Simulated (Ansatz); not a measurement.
Cl2FHSn, SMILES [F][SnH]([Cl])[Cl], a ladder of methods at one geometry

Computed with Ansatz 0.2.0, Python API.

Run as a notebook:

**Cell 1**
```python
from pathlib import Path

import ansatz as az
from ase import Atoms
import numpy as np
```

**Cell 2**
```python
BASIS = "def2-SVP"

atoms = Atoms(["F", "Sn", "Cl", "Cl", "H"], positions=[
    (0.2374, -0.3918, 1.9574),
    (0.0735, 0.0598, 0.0487),
    (0.5179, -1.8742, -1.2152),
    (-2.0196, 0.8283, -0.4675),
    (1.2405, 1.3042, -0.3648),
])
cl2fhsn = az.Crystal.molecule_from_ase(atoms)
```

**Cell 3**
```python
calc = (
    cl2fhsn.calculation()
    .basis(gaussian=BASIS)
    .accuracy("high")
)
```

**Cell 4**
```python
print("functional    E (Ha)        dipole (D)   HOMO (eV)  LUMO (eV)")
for name in ["hse06", "lda", "cam_b3lyp", "revpbe"]:
    rep = calc.functional(name).forces().orbitals().run(runs_dir="runs").report
    lines = Path(rep["orbitals_path"]).read_text().splitlines()
    field_of = lambda key: [line.split("=")[1].strip() for line in lines if line.startswith(key)]
    orbitals = [(27.211386 * float(e), s, float(n)) for e, s, n in zip(field_of("Ene="), field_of("Spin="), field_of("Occup="))]
    homo = max(e for e, _, n in orbitals if n > 0.5)
    lumo = min(e for e, _, n in orbitals if n < 0.5)
    dipole = 4.803205 * np.linalg.norm(rep["charge_distribution"]["dipole_moment_e_ang"])
    print(f"{name:10s} {rep['free_energy_ev'] / 27.211386246:14.6f} {dipole:9.3f} {homo:11.3f} {lumo:10.3f}")
```
Output:
```text
functional    E (Ha)        dipole (D)   HOMO (eV)  LUMO (eV)
hse06        -1234.457419     2.099      -9.010     -3.022
lda          -1230.908407     2.022      -7.988     -3.726
cam_b3lyp    -1234.851344     2.089     -10.693     -1.529
revpbe       -1234.710295     1.895      -7.885     -3.431
```

These settings explore the input space; basis and method may be short of convergence. The geometry is a force-field or estimated start, not a minimum of this method, and the basis set is short of its limit. A lower total doesn't mark the better method: functionals have no common bound, and MP2 and coupled cluster aren't variational. def2 sets replace the cores of elements past krypton by effective core potentials. Levels such as HOMO and LUMO are orbital energies: with these approximate functionals they aren't the ionisation energy and electron affinity, and their gap isn't the fundamental gap. hse06 follows the composition of plane-wave codes, whose totals differ by tens of mHa, up to about 0.1 Ha, from the form usual in Gaussian-basis programs (wpbeh). It ran for 36 s on 1 thread of Arm Neoverse V2, on a shared host, peak memory 0.4 GiB.
